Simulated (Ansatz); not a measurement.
# SrLi26F27 (Griceite): the cost of one run

Computed with Ansatz 0.2.0 (DFT, PBE, plane-wave PAW, default files, scalar-relativistic, as far as a step names no other, unless a step's input says otherwise).

1 further run of the same task is left out (it didn't finish).

## (1) Starting point

The structure is cubic, space group Fm-3m (No. 225). Conventional cell: a = 12.084 Å, b = 12.084 Å, c = 12.084 Å, α = 90.00°, β = 90.00°, γ = 90.00°. Around Sr (site symmetry m-3m) lie 6 F at 2.01 Å. Around Li (site symmetry mm2) lie 6 F at 2.01 Å. Li (site symmetry 3m) has 6 F at 2.01 Å as nearest neighbours. Li (site symmetry 4mm) has 6 F at 2.01 Å as nearest neighbours. Around F (site symmetry 3m) lie 6 Li at 2.01 Å. Around F (site symmetry 4mm) lie 5 Li at 2.01 Å and 1 Sr at 2.01 Å. Around F (site symmetry mm2) lie 6 Li at 2.01 Å. Around F (site symmetry m-3m) lie 6 Li at 2.01 Å.

Coordinates:

```cif
data_structure
_symmetry_space_group_name_H-M 'Fm-3m'
_symmetry_Int_Tables_number 225
_cell_length_a 12.0840
_cell_length_b 12.0840
_cell_length_c 12.0840
_cell_angle_alpha 90.000
_cell_angle_beta 90.000
_cell_angle_gamma 90.000
_cell_volume 1764.54
loop_
_atom_site_label
_atom_site_type_symbol
_atom_site_symmetry_multiplicity
_atom_site_Wyckoff_symbol
_atom_site_fract_x
_atom_site_fract_y
_atom_site_fract_z
_atom_site_occupancy
Sr1 Sr 4 a 0.00000 0.00000 0.00000 1
Li1 Li 48 h 0.16667 0.16667 0.00000 1
Li2 Li 32 f 0.83333 0.16667 0.66667 1
Li3 Li 24 e 0.50000 0.00000 0.83333 1
F1 F 32 f 0.16667 0.66667 0.66667 1
F2 F 24 e 0.50000 0.00000 0.66667 1
F3 F 48 i 0.50000 0.83333 0.83333 1
F4 F 4 b 0.50000 0.00000 0.00000 1
```

Atom 1 of the input is the impurity.

## (2) Gradients at the starting positions

input.yaml reads:

```yaml
crystal:
  lattice:
    - [0.0, 6.042, 6.042]
    - [6.042, 0.0, 6.042]
    - [6.042, 6.042, 0.0]
  atoms:
    - { symbol: Sr, position: [0.0, 0.0, 0.0] }
    - { symbol: Li, position: [0.0, 0.0, 0.3333333333] }
    - { symbol: Li, position: [0.0, 0.0, 0.6666666667] }
    - { symbol: Li, position: [0.0, 0.3333333333, 0.0] }
    - { symbol: Li, position: [0.0, 0.3333333333, 0.3333333333] }
    - { symbol: Li, position: [0.0, 0.3333333333, 0.6666666667] }
    - { symbol: Li, position: [0.0, 0.6666666667, 0.0] }
    - { symbol: Li, position: [0.0, 0.6666666667, 0.3333333333] }
    - { symbol: Li, position: [0.0, 0.6666666667, 0.6666666667] }
    - { symbol: Li, position: [0.3333333333, 0.0, 0.0] }
    - { symbol: Li, position: [0.3333333333, 0.0, 0.3333333333] }
    - { symbol: Li, position: [0.3333333333, 0.0, 0.6666666667] }
    - { symbol: Li, position: [0.3333333333, 0.3333333333, 0.0] }
    - { symbol: Li, position: [0.3333333333, 0.3333333333, 0.3333333333] }
    - { symbol: Li, position: [0.3333333333, 0.3333333333, 0.6666666667] }
    - { symbol: Li, position: [0.3333333333, 0.6666666667, 0.0] }
    - { symbol: Li, position: [0.3333333333, 0.6666666667, 0.3333333333] }
    - { symbol: Li, position: [0.3333333333, 0.6666666667, 0.6666666667] }
    - { symbol: Li, position: [0.6666666667, 0.0, 0.0] }
    - { symbol: Li, position: [0.6666666667, 0.0, 0.3333333333] }
    - { symbol: Li, position: [0.6666666667, 0.0, 0.6666666667] }
    - { symbol: Li, position: [0.6666666667, 0.3333333333, 0.0] }
    - { symbol: Li, position: [0.6666666667, 0.3333333333, 0.3333333333] }
    - { symbol: Li, position: [0.6666666667, 0.3333333333, 0.6666666667] }
    - { symbol: Li, position: [0.6666666667, 0.6666666667, 0.0] }
    - { symbol: Li, position: [0.6666666667, 0.6666666667, 0.3333333333] }
    - { symbol: Li, position: [0.6666666667, 0.6666666667, 0.6666666667] }
    - { symbol: F, position: [0.1666666667, 0.1666666667, 0.1666666667] }
    - { symbol: F, position: [0.1666666667, 0.1666666667, 0.5] }
    - { symbol: F, position: [0.1666666667, 0.1666666667, 0.8333333333] }
    - { symbol: F, position: [0.1666666667, 0.5, 0.1666666667] }
    - { symbol: F, position: [0.1666666667, 0.5, 0.5] }
    - { symbol: F, position: [0.1666666667, 0.5, 0.8333333333] }
    - { symbol: F, position: [0.1666666667, 0.8333333333, 0.1666666667] }
    - { symbol: F, position: [0.1666666667, 0.8333333333, 0.5] }
    - { symbol: F, position: [0.1666666667, 0.8333333333, 0.8333333333] }
    - { symbol: F, position: [0.5, 0.1666666667, 0.1666666667] }
    - { symbol: F, position: [0.5, 0.1666666667, 0.5] }
    - { symbol: F, position: [0.5, 0.1666666667, 0.8333333333] }
    - { symbol: F, position: [0.5, 0.5, 0.1666666667] }
    - { symbol: F, position: [0.5, 0.5, 0.5] }
    - { symbol: F, position: [0.5, 0.5, 0.8333333333] }
    - { symbol: F, position: [0.5, 0.8333333333, 0.1666666667] }
    - { symbol: F, position: [0.5, 0.8333333333, 0.5] }
    - { symbol: F, position: [0.5, 0.8333333333, 0.8333333333] }
    - { symbol: F, position: [0.8333333333, 0.1666666667, 0.1666666667] }
    - { symbol: F, position: [0.8333333333, 0.1666666667, 0.5] }
    - { symbol: F, position: [0.8333333333, 0.1666666667, 0.8333333333] }
    - { symbol: F, position: [0.8333333333, 0.5, 0.1666666667] }
    - { symbol: F, position: [0.8333333333, 0.5, 0.5] }
    - { symbol: F, position: [0.8333333333, 0.5, 0.8333333333] }
    - { symbol: F, position: [0.8333333333, 0.8333333333, 0.1666666667] }
    - { symbol: F, position: [0.8333333333, 0.8333333333, 0.5] }
    - { symbol: F, position: [0.8333333333, 0.8333333333, 0.8333333333] }
total_charge: 1
kpoints:
  mp_grid: { grid: [3, 3, 3] }
scf:
  occupations: { method: fermi_dirac, width: 0.01 }
hamiltonian:
  xc: pbe
  pseudopotentials: { kind: paw }
output:
  forces: true
  stress: true
  populations: true
  efg:
    quadrupole_moments_barn: { Sr: 0.305, Li: -0.0401 }
    contact_densities: true
```

Launch:

```bash
$ ansatz run input.yaml --threads 1 --pin off --max-ram 3072MiB --backend cpu --events-out ev --progress --plain --runs-dir out
```

What time and memory should one allow on 1 thread of Arm Neoverse V1, shared host?

About 61 s, with a peak of 1 GiB.
